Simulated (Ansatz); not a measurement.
# Zr2BN3: the cost of one run

Computed with Ansatz 0.2.0 (DFT PBE, scalar-relativistic, plane waves, PAW, unless a step's input says otherwise).

1 further run of the same task is left out (it didn't finish).

### Step 1. The starting structure

Symmetry: P4mm, No. 99, tetragonal system. The conventional cell has a = 3.611 Å, b = 3.611 Å, c = 6.726 Å, α = 90.00°, β = 90.00°, γ = 90.00°. Zr (site symmetry 2mm) has 4 N at 1.93 to 2.11 Å and 2 B at 2.55 Å as nearest neighbours. B (site symmetry 4mm) is surrounded by 4 Zr at 2.55 Å. Around N (site symmetry 4mm) lie 2 N at 1.75 to 2.01 Å and 4 Zr at 1.93 Å. N (site symmetry 4mm) is surrounded by 1 N at 2.01 Å. Around N (site symmetry 4mm) lie 1 N at 1.75 Å and 4 Zr at 2.11 Å.

Structure file:

```cif
data_structure
_symmetry_space_group_name_H-M 'P 1'
_symmetry_Int_Tables_number 1
_cell_length_a 3.6105
_cell_length_b 3.6105
_cell_length_c 6.7262
_cell_angle_alpha 90.000
_cell_angle_beta 90.000
_cell_angle_gamma 90.000
_cell_volume 87.68
loop_
_atom_site_label
_atom_site_type_symbol
_atom_site_fract_x
_atom_site_fract_y
_atom_site_fract_z
_atom_site_occupancy
Zr1 Zr 0.50000 0.00000 0.85875 1
Zr2 Zr 0.00000 0.50000 0.85875 1
B1 B 0.00000 0.00000 0.59054 1
N1 N 0.50000 0.50000 0.95850 1
N2 N 0.50000 0.50000 0.25765 1
N3 N 0.50000 0.50000 0.69779 1
```

Recipe of the guess: random cell by space group and Wyckoff sites (P4mm, No. 99). Lengths come from tabulated atomic sizes and are only a guess.

### Step 2. The guess as it stands, on a coarse mesh

Input file input.yaml:

```yaml
crystal:
  lattice:
    - [3.61051723, 0.0, 0.0]
    - [0.0, 3.61051723, 0.0]
    - [0.0, 0.0, 6.72623352]
  atoms:
    - { symbol: Zr, position: [0.5, 0.0, 0.85875084] }
    - { symbol: Zr, position: [0.0, 0.5, 0.85875084] }
    - { symbol: B, position: [0.0, 0.0, 0.59054305] }
    - { symbol: "N", position: [0.5, 0.5, 0.95849661] }
    - { symbol: "N", position: [0.5, 0.5, 0.25765062] }
    - { symbol: "N", position: [0.5, 0.5, 0.69778991] }
basis:
  ecutwfc: 420
kpoints:
  mp_grid: { grid: [6, 6, 4] }
hamiltonian:
  xc: pbe
scf:
  occupations: { method: gaussian, width: 0.1 }
  lower_state_search: "off"
output:
  forces: true
  stress: true
  eigenvalues: true
```

On the command line:

```sh
$ ansatz run input.yaml --threads 1 --pin off --max-ram 2560MiB --backend cpu --events-out ev --progress --plain --runs-dir out
```

**Question.** How long does this run take on 1 thread of Intel Xeon 6975P-C (Granite Rapids), shared host, and how much memory does it need?

About 5 s, with a peak of 0.38 GiB.
